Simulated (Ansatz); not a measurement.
**AsP (singlet): relaxing a cheap start**

Where does this start of AsP (singlet) end when it is relaxed?

The runs use Ansatz 0.2.0, Gaussian basis; RKS PBE0/def2-TZVP.

## 1. Starting geometry

2 atoms, charge 0, spin multiplicity 1.

Atoms are counted from 1 here; the program's logs count them from 0.

Bond lengths: P1–As2 2.102 Å.

The start is set by covalent radii. Sticks and bond lists go by distance. No spin-orbit coupling is included. 

## 2. The run

File in.yaml:

```yaml
crystal:
  periodic: [false, false, false]
  atoms:
    - {symbol: P, position_ang: [0.000000, 0.000000, 0.000000]}
    - {symbol: As, position_ang: [0.000000, 0.000000, 2.101800]}
basis:
  gaussian: {orbitals: def2-TZVP}
hamiltonian: {xc: pbe0}
relax: {f_tol: 0.004, max_steps: 80}
```

On the command line:

```
$ ansatz run in.yaml --threads 1 --pin off --events-out ev --progress --plain --max-ram 2176MiB
```

Q: Predict the outcome of this session. Wanted: energy gained; shift from the start; total energy; dipole moment.

**Answer**, as computed:

| quantity | value |
| --- | --- |
| steps | 4 |
| energy gained | 0.189 eV |
| shift from the start (rms) | 0.057 Å |
| total energy | -70119.0932 eV |
| dipole moment | 0.47 D |

The bonds of the start are those of the end. P1–As2 went from 2.102 to 1.988 Å. No vibrations were run, so this is a stationary point, not a proven minimum, and this spin need not be the ground state's.
